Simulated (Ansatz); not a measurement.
**CHI3: basis-set convergence**

How large a basis does CHI3 need? Two functionals are run in growing sets.

Method: one geometry, several basis sets; program: Ansatz 0.2.0, Gaussian basis.

The runs, in order: PBE0-D4/def2-SVP; ωB97M-V/def2-SVP; PBE0-D4/def2-QZVPP; ωB97M-V/def2-QZVPP; the functionals' def2-TZVPP values are taken from earlier runs.

### Step 1. Structure used throughout

All runs share one geometry, relaxed beforehand with PBE0-D4 in a triple-zeta def2 set. I takes the def2 core potential; no spin-orbit term is included.

SMILES `IC(I)I`, 5 atoms, charge 0, spin multiplicity 1.

Atoms are counted from 1 here; the program's logs count them from 0.

Bond lengths: I1–C2 2.129 Å, C2–I3 2.129 Å, C2–I4 2.129 Å, C2–H5 1.083 Å. Angles: I1–C2–I3 112.7°, I1–C2–I4 112.7°, I1–C2–H5 106.0°, I3–C2–I4 112.7°, I3–C2–H5 106.0°, I4–C2–H5 106.0°.

### Step 2. PBE0-D4 in def2-SVP

File in.yaml:

```yaml
crystal:
  periodic: [false, false, false]
  atoms:
    - {symbol: I, position_ang: [-0.690204, 1.377791, 1.419992]}
    - {symbol: C, position_ang: [0.062287, 0.080123, -0.090838]}
    - {symbol: I, position_ang: [1.554310, -1.251553, 0.639411]}
    - {symbol: I, position_ang: [-1.484149, -0.923943, -1.155334]}
    - {symbol: H, position_ang: [0.557745, 0.717583, -0.813232]}
basis:
  gaussian: {orbitals: def2-SVP}
hamiltonian: {xc: pbe0, dispersion: d4}
output: {orbitals: {seedname: orbitals}}
```

The run is started by

```
ansatz run in.yaml --threads 4 --pin off --events-out ev --progress --plain --max-ram 10444MiB
```

Further steps of the session: ωB97M-V in def2-SVP; PBE0-D4 in def2-QZVPP; ωB97M-V in def2-QZVPP.

Before running them: what should the planned runs give, taken together? Wanted: PBE0-D4: double and triple zeta above quadruple; ωB97M-V: double and triple zeta above quadruple.

The runs gave:

| quantity | value |
| --- | --- |
| PBE0-D4: double and triple zeta above quadruple | 2.27, 0.17 eV |
| ωB97M-V: double and triple zeta above quadruple | 2.37, 0.17 eV |

PBE0-D4 gains 2.10 eV from double to triple zeta, then 0.17 eV more. These are total energies; as a rule much of such shifts cancels in differences, which this series doesn't test.
